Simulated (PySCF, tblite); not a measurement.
# C5H6BFO: geometry, infrared bands and NMR shifts

Wanted: the infrared bands and NMR shifts of C5H6BFO (`CB(F)c1ccco1`), by calculation.

The runs use tblite 0.8.0 and PySCF 2.14.0, with density-fitted response routines of our own; the level of theory stands in each step. All values are computed, except where a source is named. Atoms are numbered from 0 throughout.

## Step 1: Starting geometry

14 atoms, charge 0, multiplicity 1; geometry from: force field or distance geometry start.

Bonds of the start (Å): C0–B1 1.58, B1–F2 1.47, B1–C3 1.56, C3–C4 1.38, C4–C5 1.39, C5–C6 1.40, C6–O7 1.32, O7–C3 1.31, C0–H8 1.11, C0–H9 1.14, C0–H10 1.09, C4–H11 1.09, C5–H12 1.09, C6–H13 1.10.

## Step 2: Geometry optimisation with GFN2-xTB

Job settings and geometry (Å):

```
{"job": {"kind": "relax", "xc": "GFN2-xTB", "basis": "xTB"}, "charge": 0, "multiplicity": 1}
C     -2.526600    -0.009500     0.087100
B     -1.234600     0.007100     1.002400
F     -1.490900    -0.241200     2.429200
C      0.211400    -0.075400     0.419900
C      1.292300     0.527300     1.037600
C      2.401800     0.245800     0.243900
C      1.934300    -0.535100    -0.815200
O      0.634400    -0.701500    -0.656000
H     -2.846900    -1.062900    -0.046200
H     -3.310200     0.581200     0.666900
H     -2.335100     0.524600    -0.847400
H      1.296200     1.122100     1.946500
H      3.431900     0.566900     0.424000
H      2.541500    -0.949800    -1.635000
```

Run with:

```bash
OMP_NUM_THREADS=1 python probes_run.py task.json out
```

One launch serves the whole session: the jobs run in the order shown.

**Question.** This job is followed by: GFN2-xTB harmonic vibrations, gas phase; GIAO PBE0/pcSseg-1 NMR shielding, non-relativistic, gas phase. What will the session give for the following? strongest single infrared mode (GFN2-xTB); zero-point energy (GFN2-xTB); 13C shifts against TMS (PBE0/pcSseg-1); 1H shifts against TMS (PBE0/pcSseg-1, means over atoms taken as alike); 11B shifts against BF3·OEt2 (PBE0/pcSseg-1); 19F shifts against CFCl3 (PBE0/pcSseg-1); 17O shifts against H2O (PBE0/pcSseg-1).

As calculated:

```
                                                              quantity                                value
                             strongest single infrared mode (GFN2-xTB)                1220 cm⁻¹, 275 km/mol
                                          zero-point energy (GFN2-xTB)                        63.6 kcal/mol
                                13C shifts against TMS (PBE0/pcSseg-1)  163.9, 155.3, 133.7, 117.9, 3.4 ppm
1H shifts against TMS (PBE0/pcSseg-1, means over atoms taken as alike)           7.82, 7.69, 6.81, 0.84 ppm
                           11B shifts against BF3·OEt2 (PBE0/pcSseg-1)                             45.0 ppm
                              19F shifts against CFCl3 (PBE0/pcSseg-1)                            -55.9 ppm
                                17O shifts against H2O (PBE0/pcSseg-1)                            321.5 ppm
```

In words: Relaxing lowered the energy by 0.780 eV in 71 steps; the close pair that moved most is B1–F2, from 1.471 to 1.331 Å. All 36 modes are real, so the xTB geometry is a minimum. The strongest single mode, at 1220 cm⁻¹, has its largest shares on B1, C3 and F2 (the list is cut at 3 atoms). Unscaled tight-binding wavenumbers are off by several per cent, some by more. Its intensities can rank the bands wrongly. NICS(1)zz of -28 ppm above the planar ring from C3 marks a diatropic (aromatic) ring current.
